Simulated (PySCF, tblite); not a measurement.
**C₆H₅O radical: geometry, infrared bands and EPR parameters**

What infrared bands and EPR parameters should C₆H₅O radical (`Oc1[c]cccc1`) show?

Programs: tblite 0.8.0 and PySCF 2.14.0, with density-fitted response routines of our own. Each step states its level of theory. These are calculated values for one molecule in the gas phase, unless marked as measured. Atoms are numbered from 0 throughout.

## Step 1: The molecule as given

12 atoms, charge 0, multiplicity 2; geometry from: force field or distance geometry start.

Bonds of the start (Å): O0–C1 1.38, C1–C2 1.37, C2–C3 1.39, C3–C4 1.39, C4–C5 1.37, C5–C6 1.40, C6–C1 1.38, O0–H7 1.01, C3–H8 1.07, C4–H9 1.10, C5–H10 1.07, C6–H11 1.08.

## Step 2: Geometry optimisation with GFN2-xTB

The job: settings as JSON, then the geometry in Å.

```
{"job": {"kind": "relax", "xc": "GFN2-xTB", "basis": "xTB"}, "charge": 0, "multiplicity": 2}
O      2.563000    -0.009200    -0.363900
C      1.196000     0.116700    -0.237500
C      0.518300     1.301600    -0.344600
C     -0.859200     1.373200    -0.209900
C     -1.567500     0.207300     0.080500
C     -0.922200    -0.998600     0.197900
C      0.471200    -1.022300     0.042400
H      3.199400     0.309700     0.350600
H     -1.411200     2.284400    -0.290400
H     -2.664400     0.283200     0.190200
H     -1.501800    -1.872500     0.411400
H      0.979700    -1.974100     0.147100
```

Launch:

```console
OMP_NUM_THREADS=1 python probes_run.py task.json out
```

This one command runs all jobs of the session in turn.

**Question.** This job is followed by: GFN2-xTB harmonic vibrations, gas phase; UKS B3LYP, pcH-1 on C H O, non-relativistic, mean-field spin-orbit, GIAO. Predict these results of the whole session: strongest single infrared mode (GFN2-xTB); zero-point energy (GFN2-xTB); g(iso) (B3LYP); ⟨S²⟩; largest a(iso); potential on the surface of density 0.002 e/bohr³, 1st and 99th percentile.

The runs gave:

```
                                                                  quantity                 value
                                 strongest single infrared mode (GFN2-xTB)  410 cm⁻¹, 165 km/mol
                                              zero-point energy (GFN2-xTB)         55.4 kcal/mol
                                                            g(iso) (B3LYP)               2.00225
                                                                      ⟨S²⟩    0.757 (exact 0.75)
                                                            largest a(iso)  13C on C2, 366.8 MHz
potential on the surface of density 0.002 e/bohr³, 1st and 99th percentile    -1.14 V and 2.40 V
```

In words: The optimisation took 47 steps and gained 0.437 eV; among the close pairs (by a distance rule), O0–H7 changed most, from 1.009 to 0.964 Å. All 30 modes are real, so the xTB geometry is a minimum. The strongest single mode, at 410 cm⁻¹, moves mainly H7. Unscaled tight-binding wavenumbers are off by several per cent, some by more. Its intensities can rank the bands wrongly. C2 carries the largest spin population, 1.00 e. The isotropic g lies 0.1 ppt below the free-electron value. These values are for one conformer; the search (at its own cheap level) found 1 more, at 1.12 kcal/mol, and measured spectra average over such forms.
